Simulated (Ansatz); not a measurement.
**BAs+ (quartet): B3LYP, r2SCAN0 over a scan of the distance B1–As2, cc-pVDZ**

Aim: run BAs+ (quartet) with these functionals over a scan of the distance B1–As2, and hold them against the top wave-function level at the same points.

Program: Ansatz 0.2.0, Gaussian basis. Level of theory: cc-pVDZ, all electrons in the functionals. These are calculated values, not measurements.

The runs, in order: B3LYP, r2SCAN0, at 1.586 Å; 1.730 Å; 1.968 Å; 2.127 Å; 2.346 Å; 2.671 Å; 3.171 Å; 3.651 Å; 4.256 Å; 5.234 Å; 6.679 Å.

19 further runs of the same task are left out: 14 that didn't finish, 5 set aside as unsound or not needed.

## 1. The system

The geometry derives from a PBE0/def2-TZVP stationary point (not a proven minimum). One bond is set to the value named and the two fragments are kept rigid. No spin-orbit coupling is included. The filled d shell of As may be among the frozen orbitals whatever the setting's name suggests; the logs give the count.

2 atoms, charge 1, spin multiplicity 4.

Atoms are counted from 1 here; the program's logs count them from 0.

Bond lengths: B1–As2 1.968 Å.

Geometry (Å):

```xyz
2
AsB
B     0.0000    0.0000    0.0000
As    0.0000    0.0000    1.9675
```

No dispersion term is added. B3LYP takes the VWN-RPA correlation.

The geometry shown and the zero of energy belong to the point 1.968 Å. The yardstick, FCI, and other wave-function levels (R restricted, U unrestricted, valence and pair active spaces) come from earlier runs.

## 2. B3LYP, 1.586 Å

File in.yaml:

```yaml
crystal:
  periodic: [false, false, false]
  atoms:
    - {symbol: B, position_ang: [0.000000, 0.000000, 0.000000]}
    - {symbol: As, position_ang: [0.000000, 0.000000, 1.586000]}
basis:
  gaussian: {orbitals: cc-pVDZ}
total_charge: 1
magnetization: {spin_polarized: true, initial_magnetization: 3}
hamiltonian: {xc: {name: B3LYP}}
```

The run is started by

```bash
$ ansatz run in.yaml --threads 1 --pin off --events-out ev --progress --plain --max-ram 2393MiB
```

The runs that follow: B3LYP, 1.730 Å; B3LYP, 1.968 Å; B3LYP, 2.127 Å; B3LYP, 2.346 Å; B3LYP, 2.671 Å; B3LYP, 3.171 Å; B3LYP, 3.651 Å; B3LYP, 4.256 Å; B3LYP, 5.234 Å; B3LYP, 6.679 Å; r2SCAN0, 1.586 Å; r2SCAN0, 1.730 Å; r2SCAN0, 1.968 Å; r2SCAN0, 2.127 Å; r2SCAN0, 2.346 Å; r2SCAN0, 2.671 Å; r2SCAN0, 3.171 Å; r2SCAN0, 3.651 Å; r2SCAN0, 4.256 Å; r2SCAN0, 5.234 Å; r2SCAN0, 6.679 Å.

**Question.** What will the summary of the whole plan be? Wanted: span of the FCI curve; largest miss, B3LYP; largest miss, r2SCAN0.

The runs gave:

| quantity | value |
| --- | --- |
| span of the FCI curve | 2.567 eV |
| largest miss, B3LYP | +0.320 eV (3.171 Å) |
| largest miss, r2SCAN0 | +0.572 eV (5.234 Å) |

In words: Of the functionals, B3LYP keep the smallest largest miss at the points compared (at most 0.320 eV) and r2SCAN0 strays most (0.572 eV, at 5.234 Å). Functionals and the yardstick converge differently with the basis, so part of each miss in cc-pVDZ is the basis.
